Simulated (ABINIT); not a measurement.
# TiSn (Fm-3m) in ABINIT: single point with PBEsol

Aim: the single point of TiSn with PBEsol.

All numbers are computed with ABINIT 10.8.3 (patched build); they aren't measurements. Logs are shortened: lines on timing, memory, paths and dates and some standing lists are left out, and cuts for length are marked. The log counts tension as positive stress, the text compression.

## 1. The structure

It takes space group Fm-3m (No. 225, cubic). Conventional cell: a = 5.601 Å, b = 5.601 Å, c = 5.601 Å, α = 90.00°, β = 90.00°, γ = 90.00°. Ti (site symmetry m-3m) has 6 Sn at 2.80 Å as nearest neighbours. Sn (site symmetry m-3m) has 6 Ti at 2.80 Å as nearest neighbours.

The cell was built by a generator and needn't be a form met in nature.

## 2. Single point, PBEsol

The input, run.abi:

```
# Pseudopotentials
pp_dirpath "./"
pseudos "Ti.GGA_PBE-JTH.xml, Sn.GGA_PBE-JTH_sp.xml"

# Structure
acell 3.9605757921 3.9605757921 3.9605757921 Angstrom
rprim
     0.0000000000     0.7071067812     0.7071067812
     0.7071067812     0.0000000000     0.7071067812
     0.7071067812     0.7071067812     0.0000000000
ntypat 2
znucl 22 50
natom 2
typat 1 2
xred
     0.0000000000     0.0000000000     0.0000000000
     0.5000000000     0.5000000000     0.5000000000

# Plane-wave basis
ecut 16.0
pawecutdg 32.0
pawxcdev 0

# k points
kptopt 1
ngkpt 6 6 6
nshiftk 1
shiftk 0.0 0.0 0.0

# Exchange and correlation
ixc -116133

# Bands and occupations
nband 12
occopt 3
tsmear 0.00183747

# SCF cycle
nstep 100
tolvrs 1.0e-9

# Output
iomode 3
prtwf 0
prtden 0
prteig 0
prtebands 0
prtvol 2
```

Potentials or basis: JTH PAW PBE v2.0 sp.

Launch:

```
abinit run.abi > log 2>&1
```

run.abo:

```text
.Version 10.8.3 of ABINIT
 Symmetries : space group Fm -3 m (#225); Bravais cF (face-center cubic)
================================================================================
 Values of the parameters that define the memory need of the present run
     intxc =       0    ionmov =       0      iscf =      17    lmnmax =      18
     lnmax =       6     mgfft =      30  mpssoang =       3    mqgrid =    3001
     natom =       2  nloc_mem =       2    nspden =       1   nspinor =       1
    nsppol =       1      nsym =      48    n1xccc =       1    ntypat =       2
    occopt =       3   xclevel =       2
       mpw =         917          nfft =       27000          nkpt =          16
 PAW method is used; the additional fine FFT grid is defined by:
   mgfftf=        40    nfftf =     64000
================================================================================
================================================================================

--------------------------------------------------------------------------------
------------- Echo of variables that govern the present computation ------------
--------------------------------------------------------------------------------
 -outvars: echo values of preprocessed input variables --------
            acell      7.4844035480E+00  7.4844035480E+00  7.4844035480E+00 Bohr
              amu      4.78800000E+01  1.18710000E+02
             ecut      1.60000000E+01 Hartree
              ixc     -116133
         kptrlatt        6    0    0      0    6    0      0    0    6
          kptrlen      4.49064213E+01
            natom           2
            nband          12
            ngfft          30      30      30
          ngfftdg          40      40      40
             nkpt          16
            nstep         100
             nsym          48
           ntypat           2
           occopt           3
        pawecutdg      3.20000000E+01 Hartree
         pawxcdev           0
           prtden           0
        prtebands           0
           prteig           0
           prtvol           2
            prtwf           0
            rprim      0.0000000000E+00  7.0710678120E-01  7.0710678120E-01
                       7.0710678120E-01  0.0000000000E+00  7.0710678120E-01
                       7.0710678120E-01  7.0710678120E-01  0.0000000000E+00
          spgroup         225
           tolvrs      1.00000000E-09
           tsmear      1.83747000E-03 Hartree
            typat      1  2
           useylm           1
           xangst      0.0000000000E+00  0.0000000000E+00  0.0000000000E+00
                       2.8005500001E+00  2.8005500001E+00  2.8005500001E+00
            xcart      0.0000000000E+00  0.0000000000E+00  0.0000000000E+00
                       5.2922725020E+00  5.2922725020E+00  5.2922725020E+00
             xred      0.0000000000E+00  0.0000000000E+00  0.0000000000E+00
                       5.0000000000E-01  5.0000000000E-01  5.0000000000E-01
            znucl       22.00000   50.00000

================================================================================

 chkinp: Checking input parameters for consistency.

================================================================================
== DATASET  1 ==================================================================

--- !DatasetInfo
iteration_state: {dtset: 1, }
dimensions: {natom: 2, nkpt: 16, mband: 12, nsppol: 1, nspinor: 1, nspden: 1, mpw: 917, }
cutoff_energies: {ecut:  16.0, pawecutdg:  32.0, }
electrons: {nelect:   1.60000000E+01, charge:   0.00000000E+00, occopt:   3.00000000E+00, tsmear:   1.83747000E-03, }
meta: {optdriver: 0, ionmov: 0, optcell: 0, iscf: 17, paral_kgb: 0, }
...

 Real(R)+Recip(G) space primitive vectors, cartesian coordinates (Bohr,Bohr^-1):
 R(1)=  0.0000000  5.2922725  5.2922725  G(1)= -0.0944774  0.0944774  0.0944774
 R(2)=  5.2922725  0.0000000  5.2922725  G(2)=  0.0944774 -0.0944774  0.0944774
 R(3)=  5.2922725  5.2922725  0.0000000  G(3)=  0.0944774  0.0944774 -0.0944774
 Unit cell volume ucvol=  2.9645351E+02 bohr^3
 Angles (23,13,12)=  6.00000000E+01  6.00000000E+01  6.00000000E+01 degrees

 Coarse grid specifications (used for wave-functions):

 getcut: wavevector=  0.0000  0.0000  0.0000  ngfft=  30  30  30
         ecut(hartree)=     16.000   => boxcut(ratio)=   2.22854

 getcut : COMMENT -
  Note that boxcut > 2.2 ; recall that boxcut=Gcut(box)/Gcut(sphere) = 2
  is sufficient for exact treatment of convolution.
  Such a large boxcut is a waste : you could raise ecut
  e.g. ecut=   19.865610 Hartrees makes boxcut=2

 Fine grid specifications (used for densities):

 getcut: wavevector=  0.0000  0.0000  0.0000  ngfft=  40  40  40
         ecut(hartree)=     32.000   => boxcut(ratio)=   2.09876

--- Pseudopotential description ------------------------------------------------
- pspini: atom type   1  psp file is ./Ti.GGA_PBE-JTH.xml
 Pseudopotential format is: paw10
 basis_size (lnmax)=  6 (lmn_size= 18), orbitals=   0   0   1   1   2   2
[... 84 lines left out ...]
  2.21E-13 1.42E-13 2.22E-13 3.15E-13 1.07E-12 4.21E-14 2.07E-14 4.20E-14
  5.31E-14 4.60E-14 8.61E-13 8.59E-13
   0.1667  0.0000  0.0000    1  1.12180E-10 kpt; spin; max resid(k); each band:
  5.01E-13 2.77E-13 3.93E-13 4.57E-13 1.13E-12 1.31E-11 4.27E-12 4.50E-12
  1.09E-13 2.15E-13 1.12E-10 2.85E-11
   0.3333  0.0000  0.0000    1  2.17610E-08 kpt; spin; max resid(k); each band:
  5.37E-13 2.87E-13 5.92E-13 5.62E-13 1.20E-12 4.95E-12 6.28E-13 3.93E-12
  1.39E-13 1.44E-13 1.28E-11 2.18E-08
   0.5000  0.0000  0.0000    1  1.85030E-08 kpt; spin; max resid(k); each band:
  7.54E-13 6.06E-13 1.20E-14 1.68E-14 1.75E-12 3.43E-12 2.53E-13 1.08E-13
  4.81E-14 1.05E-13 2.04E-12 1.85E-08
   0.1667  0.1667  0.0000    1  3.59372E-05 kpt; spin; max resid(k); each band:
  5.31E-13 8.59E-14 5.25E-13 4.70E-13 1.16E-12 1.08E-12 1.27E-13 3.04E-12
  1.66E-11 9.63E-14 5.30E-12 3.59E-05
   0.3333  0.1667  0.0000    1  1.61677E-08 kpt; spin; max resid(k); each band:
  7.96E-13 6.85E-13 6.25E-13 9.31E-14 1.09E-12 2.57E-12 1.54E-12 9.48E-12
[... 16 lines left out ...]
  -0.3333  0.3333  0.0000    1  1.57565E-10 kpt; spin; max resid(k); each band:
  1.76E-12 5.45E-13 6.39E-13 2.89E-13 2.77E-12 1.36E-12 6.57E-12 8.23E-13
  5.21E-12 9.88E-13 1.02E-11 1.58E-10
   0.5000  0.5000  0.0000    1  4.51218E-08 kpt; spin; max resid(k); each band:
  1.57E-12 5.64E-13 5.49E-13 5.18E-13 6.36E-13 1.52E-12 1.84E-12 1.61E-12
  1.69E-11 2.50E-09 8.36E-13 4.51E-08
   0.5000  0.3333  0.1667    1  7.27366E-10 kpt; spin; max resid(k); each band:
  1.83E-12 9.58E-13 7.46E-13 1.76E-13 1.39E-12 1.27E-11 3.34E-12 1.17E-11
  1.61E-12 2.48E-12 1.86E-11 7.27E-10
  -0.3333  0.3333  0.1667    1  1.29631E-06 kpt; spin; max resid(k); each band:
  1.98E-12 8.83E-13 8.70E-13 3.19E-13 1.05E-12 2.14E-12 3.05E-12 3.35E-12
  4.31E-12 2.87E-11 6.93E-11 1.30E-06
  -0.3333  0.5000  0.1667    1  9.08043E-09 kpt; spin; max resid(k); each band:
  1.92E-12 7.00E-13 5.22E-13 2.39E-13 1.15E-12 3.07E-12 3.26E-12 3.81E-12
  2.19E-10 3.15E-09 1.53E-10 9.08E-09
 reduced coordinates (array xred) for    2 atoms
       0.000000000000      0.000000000000      0.000000000000
       0.500000000000      0.500000000000      0.500000000000
 rms dE/dt=  0.0000E+00; max dE/dt=  0.0000E+00; dE/dt below (all hartree)
    1       0.000000000000      0.000000000000      0.000000000000
    2       0.000000000000      0.000000000000      0.000000000000

 cartesian coordinates (angstrom) at end:
    1      0.00000000000000     0.00000000000000     0.00000000000000
    2      2.80055000005047     2.80055000005047     2.80055000005047

 cartesian forces (hartree/bohr) at end:
    1     -0.00000000000000    -0.00000000000000    -0.00000000000000
    2     -0.00000000000000    -0.00000000000000    -0.00000000000000
 frms,max,avg= 0.0000000E+00 0.0000000E+00   0.000E+00  0.000E+00  0.000E+00 h/b

 cartesian forces (eV/Angstrom) at end:
    1     -0.00000000000000    -0.00000000000000    -0.00000000000000
    2     -0.00000000000000    -0.00000000000000    -0.00000000000000
 frms,max,avg= 0.0000000E+00 0.0000000E+00   0.000E+00  0.000E+00  0.000E+00 e/A
 length scales=  7.484403547969  7.484403547969  7.484403547969 bohr
              =  3.960575792100  3.960575792100  3.960575792100 angstroms
 Fermi (or HOMO) energy (hartree) =   0.15364   Average Vxc (hartree)=  -0.38809
 Eigenvalues (hartree) for nkpt=  16  k points:
 kpt#   1, nband= 12, wtk=  0.00463, kpt=  0.0000  0.0000  0.0000 (reduced coord)
  -1.94169   -1.07303   -1.07303   -1.07303   -0.20067    0.15827    0.15827    0.15827
   0.17264    0.17264    0.27886    0.27886
      occupation numbers for kpt#   1
   2.00000    2.00000    2.00000    2.00000    2.00000    0.14904    0.14904    0.14904
   0.00006    0.00006    0.00000    0.00000
 kpt#   2, nband= 12, wtk=  0.03704, kpt=  0.1667  0.0000  0.0000 (reduced coord)
  -1.94167   -1.07333   -1.07301   -1.07301   -0.18566    0.12865    0.14504    0.14504
   0.16850    0.16850    0.23568    0.30958
      occupation numbers for kpt#   2
   2.00000    2.00000    2.00000    2.00000    2.00000    2.00000    1.98156    1.98156
   0.00061    0.00061    0.00000    0.00000
 kpt#   3, nband= 12, wtk=  0.03704, kpt=  0.3333  0.0000  0.0000 (reduced coord)
  -1.94163   -1.07393   -1.07299   -1.07299   -0.14365    0.04515    0.11476    0.11476
   0.18305    0.18305    0.21130    0.35590
      occupation numbers for kpt#   3
   2.00000    2.00000    2.00000    2.00000    2.00000    2.00000    2.00000    2.00000
[... 64 lines left out ...]
      occupation numbers for kpt#  14
   2.00000    2.00000    2.00000    2.00000    2.00000    2.00000    2.00000    2.00000
   0.00000    0.00000    0.00000    0.00000
 kpt#  15, nband= 12, wtk=  0.11111, kpt= -0.3333  0.3333  0.1667 (reduced coord)
  -1.94157   -1.07393   -1.07356   -1.07321   -0.09218    0.02685    0.07028    0.10442
   0.18911    0.19576    0.20441    0.24911
      occupation numbers for kpt#  15
   2.00000    2.00000    2.00000    2.00000    2.00000    2.00000    2.00000    2.00000
   0.00000    0.00000    0.00000    0.00000
 kpt#  16, nband= 12, wtk=  0.05556, kpt= -0.3333  0.5000  0.1667 (reduced coord)
  -1.94156   -1.07392   -1.07361   -1.07338   -0.09105    0.04357    0.07934    0.09839
   0.19272    0.20283    0.20409    0.20984
      occupation numbers for kpt#  16
   2.00000    2.00000    2.00000    2.00000    2.00000    2.00000    2.00000    2.00000
   0.00000    0.00000    0.00000    0.00000
 Total charge density [el/Bohr^3]
)     Maximum=    1.4301E+00  at reduced coord.    0.0000    0.0000    0.0000
)Next maximum=    1.4085E+00  at reduced coord.    0.0000    0.0250    0.9750
)     Minimum=   -2.9483E-02  at reduced coord.    0.5000    0.5000    0.5000
)Next minimum=   -2.7342E-02  at reduced coord.    0.5000    0.5000    0.4750
   Integrated=    1.6000E+01

--- !EnergyTerms
iteration_state     : {dtset: 1, }
comment             : Components of total free energy in Hartree
kinetic             :  8.94966019469739E+00
hartree             :  1.67541274639139E+01
xc                  : -7.48947544801827E+00
Ewald energy        : -3.95951025049158E+01
psp_core            :  2.88935808893905E+00
local_psp           : -4.66963410306886E+01
PAW spherical_terms :  2.97493257180110E+00
internal            : -6.22128406642713E+01
'-kT*entropy'       : -2.80573959897198E-04
total_energy        : -6.22131212382312E+01
total_energy_eV     : -1.69290527158155E+03
...

--- !EnergyTermsDC
iteration_state     : {dtset: 1, }
comment             : '"Double-counting" decomposition of free energy'
band_energy         : -1.00443006843099E+01
Ewald energy        : -3.95951025049158E+01
psp_core            :  2.88935808893905E+00
xc_dc               : -1.87122007279343E+01
PAW spherical_terms :  3.24939655712030E+00
internal            : -6.22128492711007E+01
'-kT*entropy'       : -2.80573959897198E-04
total_energy_dc     : -6.22131298450606E+01
total_energy_dc_eV  : -1.69290550578531E+03
...

--- !EnergyTermsWithPAWCore
iteration_state     : {dtset: 1, }
comment             : 'Components of total free energy, including PAW core contributions'
Total energy        : -7.02748772820866E+03
Total energy DC     : -7.02748773681549E+03
Total energy (eV)   : -1.91227682911177E+05
Total energy DC (eV): -1.91227683145381E+05
...

 Cartesian components of stress tensor (hartree/bohr^3)
  sigma(1 1)=  1.15099989E-04  sigma(3 2)=  0.00000000E+00
  sigma(2 2)=  1.15099989E-04  sigma(3 1)=  0.00000000E+00
  sigma(3 3)=  1.15099989E-04  sigma(2 1)=  0.00000000E+00

-Cartesian components of stress tensor (GPa)         [Pressure= -3.3864E+00 GPa]
- sigma(1 1)=  3.38635858E+00  sigma(3 2)=  0.00000000E+00
- sigma(2 2)=  3.38635858E+00  sigma(3 1)=  0.00000000E+00
- sigma(3 3)=  3.38635858E+00  sigma(2 1)=  0.00000000E+00

== END DATASET(S) ==============================================================
================================================================================

 -outvars: echo values of variables after computation  --------
            acell      7.4844035480E+00  7.4844035480E+00  7.4844035480E+00 Bohr
           etotal     -6.2213129845E+01
            fcart     -0.0000000000E+00 -0.0000000000E+00 -0.0000000000E+00
                      -0.0000000000E+00 -0.0000000000E+00 -0.0000000000E+00
            rprim      0.0000000000E+00  7.0710678120E-01  7.0710678120E-01
                       7.0710678120E-01  0.0000000000E+00  7.0710678120E-01
                       7.0710678120E-01  7.0710678120E-01  0.0000000000E+00
           strten      1.1509998850E-04  1.1509998850E-04  1.1509998850E-04
                       0.0000000000E+00  0.0000000000E+00  0.0000000000E+00
           xangst      0.0000000000E+00  0.0000000000E+00  0.0000000000E+00
                       2.8005500001E+00  2.8005500001E+00  2.8005500001E+00
             xred      0.0000000000E+00  0.0000000000E+00  0.0000000000E+00
                       5.0000000000E-01  5.0000000000E-01  5.0000000000E-01
 Calculation completed.
```

Wall time 14 s (1 thread of Arm Neoverse V1, shared host); peak memory 0.1 GiB.

What came out:

```
Free energy                                           : -1692.9055 eV
Band gap on the k mesh                                : none (metal or under the smearing width)
Valence electrons inside the program's atomic spheres : Ti 10.09; Sn 2.75
```

Caveat: the cutoff is too short for stress, so the log's stress isn't used; the PAW data sets were made with another functional, which shifts forces and pressure a little; this set keeps more shells in the core, which shifts pressures and gaps.
